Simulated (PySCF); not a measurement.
# C9H8O: the cost of one run

Programs: PySCF 2.14.0, with routines of our own; each step states its level. All values are computed. Atoms count from 0.

## Step 1: The system as given

18 atoms, charge 0, multiplicity 1; geometry from: GFN2-xTB.

## Step 2: Geometry optimisation at PBE0-D3(BJ)/def2-SVP

Job settings and geometry (Å):

```
{"job": {"xc": "PBE0", "basis": "def2-SVP", "d3": "d3bj", "grid": 2, "kind": "geom"}, "charge": 0, "multiplicity": 1}
C     -2.478104    -1.244846    -0.295636
O     -1.079125    -1.114778    -0.260826
C     -0.612433     0.133002     0.027680
C     -1.261338     1.292811     0.291016
C     -0.274826     2.317360     0.529340
C      0.964722     1.795864     0.414263
C      0.826430     0.387151     0.090767
C      1.788192    -0.509768    -0.111488
C      2.238432    -1.843363    -0.415720
C      3.166441    -0.917001    -0.198159
H     -2.684865    -2.286999    -0.535278
H     -2.923999    -0.996941     0.673650
H     -2.918076    -0.598766    -1.063014
H     -2.322117     1.459312     0.326856
H     -0.522221     3.338023     0.760794
H      1.906341     2.297399     0.532522
H      1.983416    -2.848423    -0.647100
H      4.194371    -0.653720    -0.131325
```

Command:

```
> OMP_NUM_THREADS=1 python excited_run.py task.json out
```

This one command runs all jobs of the session in turn.

**Question.** How long does this first job take on 1 thread of Arm Neoverse V1, shared host, and how much memory does it need?

About 1.8 min, with a peak of 0.94 GiB.
